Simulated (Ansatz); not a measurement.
# Li-Mg random alloys: a few random alloy cells with their mixing energies

Run with Ansatz 0.2.0 through its Python package.

The script, `li.py`:
```python
"""Random Li-Mg cells of 8 mixed sites, after relaxing cells and atoms."""

from collections import Counter

import ansatz
import numpy as np

SETTINGS = {
    "xc": "pbesol",
    "cutoff": 460,
    "k_spacing": 0.27,
    "smearing": "fermi_dirac",
    "sigma": 0.1,
}


def fcc(A, a):
    return (
        ansatz.Lattice.fcc(a)
        .space_group(225)
        .atom(A, (0, 0, 0))
        .primitive()
    )

A_FIRST, A_LAST = 4.42, 4.53


def solve(name, crystal):
    calc = (
        crystal.calculation()
        .functional(SETTINGS["xc"])
        .basis(SETTINGS["cutoff"])  # cutoff of the orbital basis
        .kpoints(spacing=SETTINGS["k_spacing"])
        .occupations(SETTINGS["smearing"], width=SETTINGS["sigma"])  # fractional filling near the Fermi level
        .band_table()
    )
    calc = calc.relax(force_tolerance=0.02, cell=True)
    return calc.run()

def relaxed_twice(name, crystal):
    # the second pass draws mesh and plane waves anew for the relaxed cell
    first = solve(name, crystal)
    again = ansatz.Crystal(lattice=ansatz.Lattice.of(first.lattice.cell_ang))
    for site in first.report["lattice"]["sites"]:
        again = again.atom(site["symbol"], site["position_frac"])
    return solve(name, again)


def volume_per_atom(outcome):
    return abs(np.linalg.det(outcome.lattice.cell_ang)) / len(outcome.lattice.sites)


def counts(outcome):
    return Counter(site.symbol for site in outcome.lattice.sites)

phases = {"Li": fcc("Li", A_FIRST), "Mg": fcc("Mg", A_LAST)}
for k in [3, 5]:
    a = A_FIRST + (A_LAST - A_FIRST) * k / 8
    supercell = fcc("Li", a).supercell(2).resolved()
    for seed in [16]:
        drawn = supercell.site_disorder().occupy("Li", Li=8 - k, Mg=k).random(seed=seed)
        phases[f"Li{8 - k}Mg{k} seed {seed}"] = drawn.crystal

done = {}
for name, crystal in phases.items():
    done[name] = relaxed_twice(name, crystal)
    print(f"{name}: {done[name].report['energy_sigma0_ev']:.4f} eV, {len(done[name].lattice.sites)} atoms")

# mixing quantities against the straight line between the end members, both on this lattice
x = {name: counts(o)["Mg"] / (counts(o)["Li"] + counts(o)["Mg"]) for name, o in done.items()}
first, last = min(x, key=x.get), max(x, key=x.get)
energy = {name: o.report["energy_sigma0_ev"] / len(o.lattice.sites) for name, o in done.items()}
volume = {name: volume_per_atom(o) for name, o in done.items()}
rows = []
for name in sorted(done, key=x.get):
    line = lambda table: (1 - x[name]) * table[first] + x[name] * table[last]
    rows.append((name, x[name], 1000 * (energy[name] - line(energy)), volume[name], 100 * (volume[name] / line(volume) - 1)))
print("      cell       x(Mg)  E_mix (meV/atom)  V (A^3/atom)  excess V (%)")
for row in rows:
    print(f"{str(row[0]):>10}  {row[1]:10.3f}  {row[2]:+16.1f}  {row[3]:12.3f}  {row[4]:+12.2f}")
```

```console
$ python li.py
Li: -202.9991 eV, 1 atoms
Mg: -1912.0328 eV, 1 atoms
Li5Mg3 seed 16: -6751.3826 eV, 8 atoms
Li3Mg5 seed 16: -10169.5713 eV, 8 atoms
      cell       x(Mg)  E_mix (meV/atom)  V (A^3/atom)  excess V (%)
        Li       0.000              +0.0        20.168         +0.00
Li5Mg3 seed 16       0.375             -36.1        20.518         -2.75
Li3Mg5 seed 16       0.625             -51.2        20.720         -4.60
        Mg       1.000              +0.0        22.650         +0.00
```

What to keep in mind:
- Total energies depend on the potentials; only differences at equal settings carry meaning.
- For the metals among these phases the mesh is modest: differences between phases can be off by up to 40 meV an atom.
- Cells of eight mixed sites are far from the random limit, and both end members stand on the same lattice, which need not be their own. Differences under about 40 meV an atom lie within the error of mesh and functional.
- The cells are prototypes set up for this calculation and needn't exist.
- Wall time of the script: 2.6 min on 1 thread of Arm Neoverse V1 (shared host), peak memory 0.56 GiB.
